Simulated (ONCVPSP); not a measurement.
**Pseudopotential generation for tungsten: ONCV, PBE**

Aim: build the potential from the settings below, then test how well it stands in for the atom: other configurations, scattering, ghost states and the plane-wave cutoff that it needs.

Method: ONCVPSP 4.0.1, PBE, non-relativistic.

## Step 1: The design

The settings as typed:

| Item | Value |
| --- | --- |
| element | tungsten (W, Z = 74) |
| type | optimised norm-conserving Vanderbilt (ONCV) |
| frozen core | [Kr] 4d10 4f14 |
| valence charge | 14 |
| reference configuration | 5s2 5p6 5d4 6s1.5 6p0.5 |
| partial waves | 5s+6s: rc 2.10 bohr, ncon 3, nbas 6, qcut 5.9 1/bohr, 2 projectors; 5p+6p: rc 1.95 bohr, ncon 3, nbas 6, qcut 7.6 1/bohr, 2 projectors; 5d: rc 2.15 bohr, ncon 5, nbas 9, qcut 8.3 1/bohr, 1 projector; f scattering state at 0.12 Ha: rc 1.90 bohr, ncon 3, nbas 6, qcut 5.8 1/bohr, 2 projectors, debl 0.6 Ha |
| local potential | polynomial inside 1.80 bohr (lpopt 5, dvloc0 0 Ha) |
| core correction | Teter function, fcfact 2, rcfact 1.7 |

The nodes and maxima of the atom's own shells, from an earlier all-electron run, set the scale for the radii.

All-electron outer shells of the reference configuration (PBE, non-relativistic, ld1.x):

| shell | level (eV) | outermost node (bohr) | outermost maximum (bohr) |
| --- | --- | --- | --- |
| 4d | -242.41 | 0.22 | 0.45 |
| 5s | -65.70 | 0.58 | 1.05 |
| 4f | -42.56 | – | 0.42 |
| 5p | -41.42 | 0.59 | 1.13 |
| 5d | -6.41 | 0.63 | 1.47 |
| 6s | -5.16 | 1.40 | 2.92 |
| 6p | -1.81 | 1.59 | 3.79 |

## Step 2: Generation

The input, W.dat:

```
# ATOM AND REFERENCE CONFIGURATION
# atsym  z   nc   nv     iexc    psfile
  W 74.00   10    5        4      upf
#
#   n    l    f
    1    0    2.00
    2    0    2.00
    2    1    6.00
    3    0    2.00
    3    1    6.00
    3    2   10.00
    4    0    2.00
    4    1    6.00
    4    2   10.00
    4    3   14.00
    5    0    2.00
    5    1    6.00
    5    2    4.00
    6    0    1.50
    6    1    0.50
#
# PSEUDOPOTENTIAL AND OPTIMIZATION
# lmax
    3
#
#   l,   rc,      ep,       ncon, nbas, qcut
    0    2.10    0.00    3    6    5.90
    1    1.95    0.00    3    6    7.60
    2    2.15    0.00    5    9    8.30
    3    1.90    0.12    3    6    5.80
#
# LOCAL POTENTIAL
# lloc, lpopt,  rc(5),   dvloc0
    4    5    1.80    0.00
#
# VANDERBILT-KLEINMAN-BYLANDER PROJECTORs
# l, nproj, debl
    0    2    0.50
    1    2    1.40
    2    1    3.00
    3    2    0.60
#
# MODEL CORE CHARGE
# icmod, fcfact, rcfact
    3    2.00    1.70
#
# LOG DERIVATIVE ANALYSIS
# epsh1, epsh2, depsh
   -4.00    5.00    0.02
#
# OUTPUT GRID
# rlmax, drl
    6.00    0.01
#
# TEST CONFIGURATIONS
# ncnf
    4
# nvcnf
#   n    l    f
    5
    5    0    2.00
    5    1    6.00
    5    2    4.00
    6    0    2.00
    6    1    0.00
#
    5
    5    0    2.00
    5    1    6.00
    5    2    4.00
    6    0    1.00
    6    1    0.00
#
    5
    5    0    2.00
    5    1    6.00
    5    2    4.00
    6    0    0.00
    6    1    0.00
#
    5
    5    0    2.00
    5    1    6.00
    5    2    3.00
    6    0    0.00
    6    1    0.00
#
```

Command:

```console
$ oncvpspnr.x < W.dat > W.out
```

Before running it: what results should come out? Wanted: cutoffs for 1 and 0.1 mHa per electron, occupied waves; bound ghosts; GHOST(+) flags; largest test error; largest phase difference near zero energy, channels read; rms error of d²Exc/dn², without and with the model core.

As calculated:

```
                                                quantity                                                value
  cutoffs for 1 and 0.1 mHa per electron, occupied waves                                      15 Ha and 21 Ha
                                            bound ghosts                                       f at -95.10 eV
                                          GHOST(+) flags                                   none at low energy
                            largest test error (AE − PS)  -7.9 meV, for 5s2 5p6 5d4 6s0 6p0 (1 test unsolved)
largest phase difference near zero energy, channels read                                            0.001 rad
 rms error of d²Exc/dn², without and with the model core                                    4.20 and 0.94 mHa
```

**Reading.** It has a bound ghost (f), a state that the atom doesn't have, and that rules the file out. The worst unpolarised test, 5s2 5p6 5d4 6s0 6p0, is off by 7.9 meV on 19.9 eV; by total energies transferability rates as good where solved. Atomic tests can pass in spite of a ghost, since they solve only for the levels asked. Of the tests 1 gave no usable energy difference, which is a warning in itself. By its cutoff, 15 Ha for the looser tolerance, it is soft on the atom at that tolerance. Near zero energy the phases of the channels with partial waves agree within 0.001 rad. The pseudo curves have a pole with no partner nearby in the atom's: f at -3.90 Ha. Note that the frozen 4f shell (-43 eV) lies higher than the valence 5s shell (-66 eV). A non-relativistic atom is unphysical at this Z; the numbers test the scheme, not the element. These are tests on the free atom; a crystal test is still owed.
